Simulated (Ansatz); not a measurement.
# BW2: the cost of one run

Program: Ansatz 0.2.0. Level of theory: DFT PBEsol, scalar-relativistic, plane waves, PAW. These are calculated values, not measurements.

71 further runs of the same task are left out: 71 set aside as unsound or not needed.

## Step 1: The structure to begin with

It takes space group I4/mcm (No. 140, tetragonal). The conventional cell has a = 5.536 Å, b = 5.536 Å, c = 4.751 Å, α = 90.00°, β = 90.00°, γ = 90.00°. Around B (site symmetry 422) lie 8 W at 2.37 Å and 2 B at 2.38 Å. W (site symmetry m2m) is surrounded by 4 B at 2.37 Å and 3 W at 2.66 to 2.69 Å.

As a file:

```cif
data_structure
_symmetry_space_group_name_H-M 'P 1'
_symmetry_Int_Tables_number 1
_cell_length_a 4.5789
_cell_length_b 4.5789
_cell_length_c 4.5789
_cell_angle_alpha 105.611
_cell_angle_beta 105.611
_cell_angle_gamma 117.504
_cell_volume 72.80
loop_
_atom_site_label
_atom_site_type_symbol
_atom_site_fract_x
_atom_site_fract_y
_atom_site_fract_z
_atom_site_occupancy
B1 B 0.25000 0.25000 0.00000 1
B2 B 0.75000 0.75000 0.00000 1
W1 W 0.66993 0.16993 0.83985 1
W2 W 0.16993 0.33007 0.50000 1
W3 W 0.33007 0.83007 0.16015 1
W4 W 0.83007 0.66993 0.50000 1
```

It is the result of an earlier relaxation at this level (volume 12.13 Å³/atom; gap on the mesh: none (metal)).

## Step 2: What is varied

The energy is mapped over volume and the cell's shape.

- volume per atom: 11 values from 10.677 to 13.590 Å³
- c/a of the conventional cell: 11 values from 0.792 to 0.930

Nothing else is relaxed (fractional coordinates fixed). Energies count from the relaxed crystal. Points are written as (first, second).

## Step 3: Point (11.551 Å³, 0.792)

input.yaml reads:

```yaml
crystal:
  lattice:
    - [-2.7968030664, 2.7968030664, 2.2150680286]
    - [2.7968030664, -2.7968030664, 2.2150680286]
    - [2.7968030664, 2.7968030664, -2.2150680286]
  atoms:
    - { symbol: B, position: [0.25, 0.25, 0.0] }
    - { symbol: B, position: [0.75, 0.75, 0.0] }
    - { symbol: W, position: [0.6699250788, 0.1699250788, 0.8398501576] }
    - { symbol: W, position: [0.1699250788, 0.3300749212, 0.5] }
    - { symbol: W, position: [0.3300749212, 0.8300749212, 0.1601498424] }
    - { symbol: W, position: [0.8300749212, 0.6699250788, 0.5] }
basis:
  ecutwfc: 520.0
kpoints:
  mp_grid: { grid: [12, 12, 12] }
hamiltonian:
  xc: pbesol
scf:
  occupations: { method: gaussian, width: 0.15 }
output:
  forces: true
  stress: true
  eigenvalues: true
```

On the command line:

```
> ansatz run input.yaml --threads 4 --pin off --max-ram 8192MiB --backend cpu --events-out ev --progress --plain --runs-dir out
```

Q: Estimate wall time and peak memory on 4 threads of Arm Neoverse V2, shared host.

About 5.8 s, with a peak of 0.69 GiB.
